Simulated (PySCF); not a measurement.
# TaSe4 (-3): NMR shieldings, spin-spin couplings, relativistic core levels

Wanted: NMR shieldings, spin-spin couplings, relativistic core levels for TaSe4 (-3) (`[Se]=[Ta-3](=[Se])(=[Se])=[Se]`).

Computed with PySCF 2.14.0 and routines of our own; the level stands in each step. Atoms count from 0.

### Step 1. The system as given

5 atoms, charge -3, multiplicity 1; geometry from: GFN2-xTB.

### Step 2. NMR shieldings: PBE/pcJ-1 Se:dyall-v2z Ta:dyall-v2z, spin–orbit

The job: settings as JSON, then the geometry in Å.

```
{"job": {"kind": "hnmr", "xc": "PBE", "basis": {"default": "pcJ-1", "Se": "dyall-v2z", "Ta": "dyall-v2z"}, "rel": "so"}, "charge": -3, "multiplicity": 1}
Ta     0.000140     0.000020    -0.000690
Se     0.009270    -0.017130     2.388150
Se     2.250890     0.010230    -0.806960
Se    -1.134140     1.955440    -0.775700
Se    -1.126150    -1.948580    -0.804800
```

With the program's defaults for keys left out, this is: PBE/pcJ-1 Se:dyall-v2z Ta:dyall-v2z GIAO NMR shielding, X2C with spin-orbit coupling, screened-nuclear two-electron part, Gaussian nuclei, gas phase.

Started as:

```sh
$ OMP_NUM_THREADS=2 python heavy_run.py task.json out
```

The driver reads the jobs from task.json and runs them one after another.

Log:

```text
spin-free SCF
coarse grid: 38208 points
cycle   1  E = -25323.8520464018  dE = -6.244e-02  |g| = 1.810e+00  |ddm| = 3.448e+00
cycle   2  E = -25323.7230205938  dE =  1.290e-01  |g| = 2.380e+00  |ddm| = 4.477e+00
cycle   3  E = -25324.0682017889  dE = -3.452e-01  |g| = 5.548e-01  |ddm| = 2.389e+00
cycle   4  E = -25324.0395320582  dE =  2.867e-02  |g| = 4.216e-01  |ddm| = 4.861e-01
cycle   5  E = -25324.0403900617  dE = -8.580e-04  |g| = 4.001e-01  |ddm| = 7.020e-01
cycle   6  E = -25324.0807906356  dE = -4.040e-02  |g| = 5.346e-02  |ddm| = 5.028e-01
cycle   7  E = -25324.0808764308  dE = -8.580e-05  |g| = 1.850e-02  |ddm| = 3.162e-02
cycle   8  E = -25324.0809655965  dE = -8.917e-05  |g| = 8.127e-04  |ddm| = 2.304e-02
cycle   9  E = -25324.0809655186  dE =  7.792e-08  |g| = 8.597e-04  |ddm| = 1.804e-03
final grid: 67856 points
cycle  10  E = -25324.0832924257  dE = -7.307e-05  |g| = 6.080e-02  |ddm| = 4.745e-03
cycle  11  E = -25324.0832769073  dE =  1.552e-05  |g| = 7.653e-03  |ddm| = 1.305e-02
cycle  12  E = -25324.0831108226  dE =  1.661e-04  |g| = 2.636e-02  |ddm| = 4.014e-02
cycle  13  E = -25324.0832812078  dE = -1.704e-04  |g| = 7.499e-03  |ddm| = 3.151e-02
cycle  14  E = -25324.0832943357  dE = -1.313e-05  |g| = 1.180e-04  |ddm| = 7.773e-03
cycle  15  E = -25324.0832943395  dE = -3.780e-09  |g| = 2.736e-05  |ddm| = 1.774e-04
converged SCF energy = -25324.0832943395
two-component SCF
cycle   1  E = -25317.1380588997  dE = -2.532e+04  |FDS-SDF| = 4.092e+02
cycle   2  E = -25335.2336734748  dE = -1.810e+01  |FDS-SDF| = 5.393e-01
cycle   3  E = -25335.2313643144  dE =  2.309e-03  |FDS-SDF| = 1.962e-01
cycle   4  E = -25335.1910593922  dE =  4.030e-02  |FDS-SDF| = 5.275e-01
cycle   5  E = -25335.2286346502  dE = -3.758e-02  |FDS-SDF| = 1.394e-01
cycle   6  E = -25335.2339113045  dE = -5.277e-03  |FDS-SDF| = 2.005e-02
cycle   7  E = -25335.2340216889  dE = -1.104e-04  |FDS-SDF| = 2.770e-03
cycle   8  E = -25335.2340223705  dE = -6.816e-07  |FDS-SDF| = 1.082e-03
cycle   9  E = -25335.2340226058  dE = -2.353e-07  |FDS-SDF| = 2.122e-04
cycle  10  E = -25335.2340226141  dE = -8.342e-09  |FDS-SDF| = 1.134e-04
cycle  11  E = -25335.2340226180  dE = -3.871e-09  |FDS-SDF| = 8.838e-06
converged, E = -25335.2340226180

Field gradients (au) and densities at the nuclei (bohr^-3)
atom        Vxx        Vyy        Vzz        centre      nuclear mean
  0 Ta     0.0009     0.0071    -0.0080    1318102.899    1224705.088
  1 Se    -0.1110    -0.1138     0.2248      36633.000      36584.611
  2 Se    -0.1149    -0.1155     0.2304      36632.999      36584.610
  3 Se    -0.1122    -0.1141     0.2263      36632.999      36584.610
  4 Se    -0.1133    -0.1144     0.2277      36632.999      36584.610
without picture change
  0 Ta                          -0.0092                   3349414.991
  1 Se                           0.2225                     58407.603
  2 Se                           0.2283                     58407.602
  3 Se                           0.2241                     58407.602
  4 Se                           0.2255                     58407.602

Core orbital energies (eV)
atom   shell        mean    spread
  0 Ta 1s       -67118.820   0.000
  0 Ta 2s       -11519.275   0.000
  0 Ta 3s        -2629.173   0.000
  0 Ta 4s         -525.523   0.000
  0 Ta 5s          -59.625   0.000
  0 Ta 2p1/2    -11006.693   0.000
  0 Ta 2p3/2     -9743.418   0.000
  0 Ta 3p1/2     -2402.033   0.000
  0 Ta 3p3/2     -2129.481   0.000
  0 Ta 4p1/2      -431.925   0.000
  0 Ta 4p3/2      -369.084   0.000
  0 Ta 5p1/2       -32.598   0.000
  0 Ta 5p3/2       -23.944   0.001
  0 Ta 3d3/2     -1746.670   0.000
  0 Ta 3d5/2     -1687.555   0.001
  0 Ta 4d3/2      -215.429   0.000
  0 Ta 4d5/2      -203.830   0.009
  1 Se 1s       -12475.280   0.000
  1 Se 2s        -1590.332   0.000
  1 Se 3s         -198.173   0.000
  1 Se 2p1/2     -1424.833   0.000
  1 Se 2p3/2     -1383.520   0.004
  1 Se 3p1/2      -141.658   0.000
  1 Se 3p3/2      -135.816   0.036
  1 Se 3d3/2       -38.498   0.049
  1 Se 3d5/2       -37.638   0.067
  2 Se 1s       -12475.278   0.000
  2 Se 2s        -1590.329   0.000
  2 Se 3s         -198.170   0.000
  2 Se 2p1/2     -1424.830   0.000
  2 Se 2p3/2     -1383.517   0.004
  2 Se 3p1/2      -141.655   0.000
  2 Se 3p3/2      -135.812   0.036
  2 Se 3d3/2       -38.495   0.049
  2 Se 3d5/2       -37.634   0.067
  3 Se 1s       -12475.280   0.000
  3 Se 2s        -1590.331   0.000
  3 Se 3s         -198.172   0.000
  3 Se 2p1/2     -1424.832   0.000
  3 Se 2p3/2     -1383.519   0.004
  3 Se 3p1/2      -141.657   0.000
  3 Se 3p3/2      -135.815   0.036
  3 Se 3d3/2       -38.497   0.049
  3 Se 3d5/2       -37.637   0.067
  4 Se 1s       -12475.279   0.000
  4 Se 2s        -1590.331   0.000
  4 Se 3s         -198.172   0.000
  4 Se 2p1/2     -1424.832   0.000
  4 Se 2p3/2     -1383.518   0.004
  4 Se 3p1/2      -141.656   0.000
  4 Se 3p3/2      -135.814   0.036
  4 Se 3d3/2       -38.496   0.049
  4 Se 3d5/2       -37.636   0.067

vertical triplet (scalar unrestricted SCF): 2.959 eV

Shielding tensors (ppm)
atom      isotropic    diamagn.    paramagn.     s11        s22        s33       span
  0 Ta     1659.41     7629.49    -5970.08    1653.92    1661.43    1662.86       8.94
  1 Se     1514.23     2887.01    -1372.78    1040.52    1042.81    2459.37    1418.85
  2 Se     1516.62     2886.98    -1370.36    1044.44    1044.93    2460.49    1416.05
  3 Se     1515.27     2887.00    -1371.72    1041.86    1043.81    2460.14    1418.28
  4 Se     1515.61     2886.99    -1371.39    1042.71    1043.93    2460.18    1417.48
```

Wall time 1.9 min (2 threads of Intel Xeon 6975P-C, shared host); peak memory 2.8 GiB.

In short:

```csv
quantity,value
energy from spin-orbit coupling,-11.1507 Eh
```

### Step 3. Spin-spin couplings: PBE/pcJ-1 Se:dyall-v2z Ta:dyall-v2z, spin–orbit

The job: settings as JSON, then the geometry in Å.

```
{"job": {"kind": "hj", "xc": "PBE", "basis": {"default": "pcJ-1", "Se": "dyall-v2z", "Ta": "dyall-v2z"}, "rel": "so", "atoms": [0, 1]}, "charge": -3, "multiplicity": 1}
Ta     0.000140     0.000020    -0.000690
Se     0.009270    -0.017130     2.388150
Se     2.250890     0.010230    -0.806960
Se    -1.134140     1.955440    -0.775700
Se    -1.126150    -1.948580    -0.804800
```

With the program's defaults for keys left out, this is: PBE/pcJ-1 Se:dyall-v2z Ta:dyall-v2z indirect spin-spin coupling, X2C with spin-orbit coupling, screened-nuclear two-electron part, Gaussian nuclei, gas phase.

Log:

```text
spin-free SCF
coarse grid: 38208 points
cycle   1  E = -25323.8520464018  dE = -6.244e-02  |g| = 1.810e+00  |ddm| = 3.448e+00
cycle   2  E = -25323.7230205938  dE =  1.290e-01  |g| = 2.380e+00  |ddm| = 4.477e+00
cycle   3  E = -25324.0682017889  dE = -3.452e-01  |g| = 5.548e-01  |ddm| = 2.389e+00
cycle   4  E = -25324.0395320582  dE =  2.867e-02  |g| = 4.216e-01  |ddm| = 4.861e-01
cycle   5  E = -25324.0403900617  dE = -8.580e-04  |g| = 4.001e-01  |ddm| = 7.020e-01
cycle   6  E = -25324.0807906356  dE = -4.040e-02  |g| = 5.346e-02  |ddm| = 5.028e-01
cycle   7  E = -25324.0808764308  dE = -8.580e-05  |g| = 1.850e-02  |ddm| = 3.162e-02
cycle   8  E = -25324.0809655965  dE = -8.917e-05  |g| = 8.127e-04  |ddm| = 2.304e-02
cycle   9  E = -25324.0809655186  dE =  7.792e-08  |g| = 8.597e-04  |ddm| = 1.804e-03
final grid: 67856 points
cycle  10  E = -25324.0832924257  dE = -7.307e-05  |g| = 6.080e-02  |ddm| = 4.745e-03
cycle  11  E = -25324.0832769073  dE =  1.552e-05  |g| = 7.653e-03  |ddm| = 1.305e-02
cycle  12  E = -25324.0831108226  dE =  1.661e-04  |g| = 2.636e-02  |ddm| = 4.014e-02
cycle  13  E = -25324.0832812078  dE = -1.704e-04  |g| = 7.499e-03  |ddm| = 3.151e-02
cycle  14  E = -25324.0832943357  dE = -1.313e-05  |g| = 1.180e-04  |ddm| = 7.773e-03
cycle  15  E = -25324.0832943395  dE = -3.780e-09  |g| = 2.736e-05  |ddm| = 1.774e-04
converged SCF energy = -25324.0832943395
two-component SCF
cycle   1  E = -25317.1380588997  dE = -2.532e+04  |FDS-SDF| = 4.092e+02
cycle   2  E = -25335.2336734748  dE = -1.810e+01  |FDS-SDF| = 5.393e-01
cycle   3  E = -25335.2313643144  dE =  2.309e-03  |FDS-SDF| = 1.962e-01
cycle   4  E = -25335.1910593922  dE =  4.030e-02  |FDS-SDF| = 5.275e-01
cycle   5  E = -25335.2286346502  dE = -3.758e-02  |FDS-SDF| = 1.394e-01
cycle   6  E = -25335.2339113045  dE = -5.277e-03  |FDS-SDF| = 2.005e-02
cycle   7  E = -25335.2340216889  dE = -1.104e-04  |FDS-SDF| = 2.770e-03
cycle   8  E = -25335.2340223705  dE = -6.816e-07  |FDS-SDF| = 1.082e-03
cycle   9  E = -25335.2340226058  dE = -2.353e-07  |FDS-SDF| = 2.122e-04
cycle  10  E = -25335.2340226141  dE = -8.342e-09  |FDS-SDF| = 1.134e-04
cycle  11  E = -25335.2340226180  dE = -3.871e-09  |FDS-SDF| = 8.838e-06
converged, E = -25335.2340226180

Indirect spin-spin couplings
  i        j     bonds      J/Hz   K/1e19 T2/J   anisotropy/Hz
  0 181Ta   1  77Se   1     -142.65     -511.23      1380.2
  0 181Ta   2  77Se   1     -145.59     -521.76      1378.3
  0 181Ta   3  77Se   1     -144.02     -516.14      1379.3
  0 181Ta   4  77Se   1     -144.41     -517.56      1379.0
  1  77Se   2  77Se   2       21.71       49.25        44.9
  1  77Se   3  77Se   2       21.75       49.35        44.9
  1  77Se   4  77Se   2       21.75       49.34        44.9
```

It took 1.9 min on 2 threads of Intel Xeon 6975P-C, shared host; peak memory 2.5 GiB.

In short:

```csv
quantity,value
energy from spin-orbit coupling,-11.1507 Eh
```

### Step 4. Relativistic core levels: PBE/pcJ-1 Se:dyall-v2z Ta:dyall-v2z, spin–orbit

The job: settings as JSON, then the geometry in Å.

```
{"job": {"kind": "hxps", "xc": "PBE", "basis": {"default": "pcJ-1", "Se": "dyall-v2z", "Ta": "dyall-v2z"}, "rel": "so", "holes": [[0, "4f"], [1, "3d"]]}, "charge": -3, "multiplicity": 1}
Ta     0.000140     0.000020    -0.000690
Se     0.009270    -0.017130     2.388150
Se     2.250890     0.010230    -0.806960
Se    -1.134140     1.955440    -0.775700
Se    -1.126150    -1.948580    -0.804800
```

With the program's defaults for keys left out, this is: PBE/pcJ-1 Se:dyall-v2z Ta:dyall-v2z core ionisation, delta-SCF with one localised hole, X2C with spin-orbit coupling, screened-nuclear two-electron part, Gaussian nuclei, gas phase.

Log:

```text
spin-free SCF
coarse grid: 38208 points
cycle   1  E = -25323.8520464018  dE = -6.244e-02  |g| = 1.810e+00  |ddm| = 3.448e+00
cycle   2  E = -25323.7230205938  dE =  1.290e-01  |g| = 2.380e+00  |ddm| = 4.477e+00
cycle   3  E = -25324.0682017889  dE = -3.452e-01  |g| = 5.548e-01  |ddm| = 2.389e+00
cycle   4  E = -25324.0395320582  dE =  2.867e-02  |g| = 4.216e-01  |ddm| = 4.861e-01
cycle   5  E = -25324.0403900617  dE = -8.580e-04  |g| = 4.001e-01  |ddm| = 7.020e-01
cycle   6  E = -25324.0807906356  dE = -4.040e-02  |g| = 5.346e-02  |ddm| = 5.028e-01
cycle   7  E = -25324.0808764308  dE = -8.580e-05  |g| = 1.850e-02  |ddm| = 3.162e-02
cycle   8  E = -25324.0809655965  dE = -8.917e-05  |g| = 8.127e-04  |ddm| = 2.304e-02
cycle   9  E = -25324.0809655186  dE =  7.792e-08  |g| = 8.597e-04  |ddm| = 1.804e-03
final grid: 67856 points
cycle  10  E = -25324.0832924257  dE = -7.307e-05  |g| = 6.080e-02  |ddm| = 4.745e-03
cycle  11  E = -25324.0832769073  dE =  1.552e-05  |g| = 7.653e-03  |ddm| = 1.305e-02
cycle  12  E = -25324.0831108226  dE =  1.661e-04  |g| = 2.636e-02  |ddm| = 4.014e-02
cycle  13  E = -25324.0832812078  dE = -1.704e-04  |g| = 7.499e-03  |ddm| = 3.151e-02
cycle  14  E = -25324.0832943357  dE = -1.313e-05  |g| = 1.180e-04  |ddm| = 7.773e-03
cycle  15  E = -25324.0832943395  dE = -3.780e-09  |g| = 2.736e-05  |ddm| = 1.774e-04
converged SCF energy = -25324.0832943395
two-component SCF
cycle   1  E = -25317.1380588997  dE = -2.532e+04  |FDS-SDF| = 4.092e+02
cycle   2  E = -25335.2336734748  dE = -1.810e+01  |FDS-SDF| = 5.393e-01
cycle   3  E = -25335.2313643144  dE =  2.309e-03  |FDS-SDF| = 1.962e-01
cycle   4  E = -25335.1910593922  dE =  4.030e-02  |FDS-SDF| = 5.275e-01
cycle   5  E = -25335.2286346502  dE = -3.758e-02  |FDS-SDF| = 1.394e-01
cycle   6  E = -25335.2339113045  dE = -5.277e-03  |FDS-SDF| = 2.005e-02
cycle   7  E = -25335.2340216889  dE = -1.104e-04  |FDS-SDF| = 2.770e-03
cycle   8  E = -25335.2340223705  dE = -6.816e-07  |FDS-SDF| = 1.082e-03
cycle   9  E = -25335.2340226058  dE = -2.353e-07  |FDS-SDF| = 2.122e-04
cycle  10  E = -25335.2340226141  dE = -8.342e-09  |FDS-SDF| = 1.134e-04
cycle  11  E = -25335.2340226180  dE = -3.871e-09  |FDS-SDF| = 8.838e-06
converged, E = -25335.2340226180

Field gradients (au) and densities at the nuclei (bohr^-3)
atom        Vxx        Vyy        Vzz        centre      nuclear mean
  0 Ta     0.0009     0.0071    -0.0080    1318102.899    1224705.088
  1 Se    -0.1110    -0.1138     0.2248      36633.000      36584.611
  2 Se    -0.1149    -0.1155     0.2304      36632.999      36584.610
  3 Se    -0.1122    -0.1141     0.2263      36632.999      36584.610
  4 Se    -0.1133    -0.1144     0.2277      36632.999      36584.610
without picture change
  0 Ta                          -0.0092                   3349414.991
  1 Se                           0.2225                     58407.603
  2 Se                           0.2283                     58407.602
  3 Se                           0.2241                     58407.602
  4 Se                           0.2255                     58407.602

Core orbital energies (eV)
atom   shell        mean    spread
  0 Ta 1s       -67118.820   0.000
  0 Ta 2s       -11519.275   0.000
  0 Ta 3s        -2629.173   0.000
  0 Ta 4s         -525.523   0.000
  0 Ta 5s          -59.625   0.000
  0 Ta 2p1/2    -11006.693   0.000
  0 Ta 2p3/2     -9743.418   0.000
  0 Ta 3p1/2     -2402.033   0.000
  0 Ta 3p3/2     -2129.481   0.000
  0 Ta 4p1/2      -431.925   0.000
  0 Ta 4p3/2      -369.084   0.000
  0 Ta 5p1/2       -32.598   0.000
  0 Ta 5p3/2       -23.944   0.001
  0 Ta 3d3/2     -1746.670   0.000
  0 Ta 3d5/2     -1687.555   0.001
  0 Ta 4d3/2      -215.429   0.000
  0 Ta 4d5/2      -203.830   0.009
  1 Se 1s       -12475.280   0.000
  1 Se 2s        -1590.332   0.000
  1 Se 3s         -198.173   0.000
  1 Se 2p1/2     -1424.833   0.000
  1 Se 2p3/2     -1383.520   0.004
  1 Se 3p1/2      -141.658   0.000
  1 Se 3p3/2      -135.816   0.036
  1 Se 3d3/2       -38.498   0.049
  1 Se 3d5/2       -37.638   0.067
  2 Se 1s       -12475.278   0.000
  2 Se 2s        -1590.329   0.000
  2 Se 3s         -198.170   0.000
  2 Se 2p1/2     -1424.830   0.000
  2 Se 2p3/2     -1383.517   0.004
  2 Se 3p1/2      -141.655   0.000
  2 Se 3p3/2      -135.812   0.036
  2 Se 3d3/2       -38.495   0.049
  2 Se 3d5/2       -37.634   0.067
  3 Se 1s       -12475.280   0.000
  3 Se 2s        -1590.331   0.000
  3 Se 3s         -198.172   0.000
  3 Se 2p1/2     -1424.832   0.000
  3 Se 2p3/2     -1383.519   0.004
  3 Se 3p1/2      -141.657   0.000
  3 Se 3p3/2      -135.815   0.036
  3 Se 3d3/2       -38.497   0.049
  3 Se 3d5/2       -37.637   0.067
  4 Se 1s       -12475.279   0.000
  4 Se 2s        -1590.331   0.000
  4 Se 3s         -198.172   0.000
  4 Se 2p1/2     -1424.832   0.000
  4 Se 2p3/2     -1383.518   0.004
  4 Se 3p1/2      -141.656   0.000
  4 Se 3p3/2      -135.814   0.036
  4 Se 3d3/2       -38.496   0.049
  4 Se 3d5/2       -37.636   0.067

hole in 3d5/2 of atom 1
cycle   1  E = -25333.1382307446  dE = -2.533e+04  |FDS-SDF| = 2.109e+00
cycle   2  E = -25331.8843642061  dE =  1.254e+00  |FDS-SDF| = 3.464e+00
cycle   3  E = -25332.6040578403  dE = -7.197e-01  |FDS-SDF| = 1.885e+00
cycle   4  E = -25333.4750198533  dE = -8.710e-01  |FDS-SDF| = 6.168e-01
cycle   5  E = -25333.4676076474  dE =  7.412e-03  |FDS-SDF| = 5.028e-01
cycle   6  E = -25333.5238462342  dE = -5.624e-02  |FDS-SDF| = 1.918e-01
cycle   7  E = -25333.5298675137  dE = -6.021e-03  |FDS-SDF| = 9.135e-02
cycle   8  E = -25333.5319063536  dE = -2.039e-03  |FDS-SDF| = 2.528e-02
cycle   9  E = -25333.5320433897  dE = -1.370e-04  |FDS-SDF| = 7.918e-03
cycle  10  E = -25333.5320519241  dE = -8.534e-06  |FDS-SDF| = 5.474e-03
cycle  11  E = -25333.5320608200  dE = -8.896e-06  |FDS-SDF| = 4.900e-04
cycle  12  E = -25333.5320608628  dE = -4.280e-08  |FDS-SDF| = 1.337e-04
converged, E = -25333.5320608628

Core binding energies (eV)
atom   line    delta-SCF   -orbital   splitting
  1 Se 3d5/2      46.348      37.64      0.86
```

Wall time 71 s (2 threads of Intel Xeon 6975P-C, shared host); peak memory 2.7 GiB.

Warnings kept with the result: shell not found among the core levels.

From this job:

```csv
quantity,value
energy from spin-orbit coupling,-11.1507 Eh
```

### Step 5. Results

| quantity | value |
| --- | --- |
| energy from spin-orbit coupling (step 2, PBE/pcJ-1 Se:dyall-v2z Ta:dyall-v2z, spin–orbit) | -11.1507 Eh |
| shieldings (step 2, PBE/pcJ-1 Se:dyall-v2z Ta:dyall-v2z, spin–orbit) | Ta0 1659.4, Se1 1514.2, Se2 1516.6, Se3 1515.3, Se4 1515.6 ppm |
| energy from spin-orbit coupling (step 3, PBE/pcJ-1 Se:dyall-v2z Ta:dyall-v2z, spin–orbit) | -11.1507 Eh |
| largest reduced coupling (step 3, PBE/pcJ-1 Se:dyall-v2z Ta:dyall-v2z, spin–orbit) | Ta0–Se2: J = -145.6 Hz, K = -522·10¹⁹ T²/J |
| Se1 3d5/2 binding energy (step 4, PBE/pcJ-1 Se:dyall-v2z Ta:dyall-v2z, spin–orbit) | 46.3 eV, 3d3/2 47.2 eV |
| energy from spin-orbit coupling (step 4, PBE/pcJ-1 Se:dyall-v2z Ta:dyall-v2z, spin–orbit) | -11.1507 Eh |

In steps 2, 3, 4 the highest level lies above zero, so the outer electrons are held by the basis. The geometry comes from tight binding, which is rough for metal atoms, and these values hang on it.
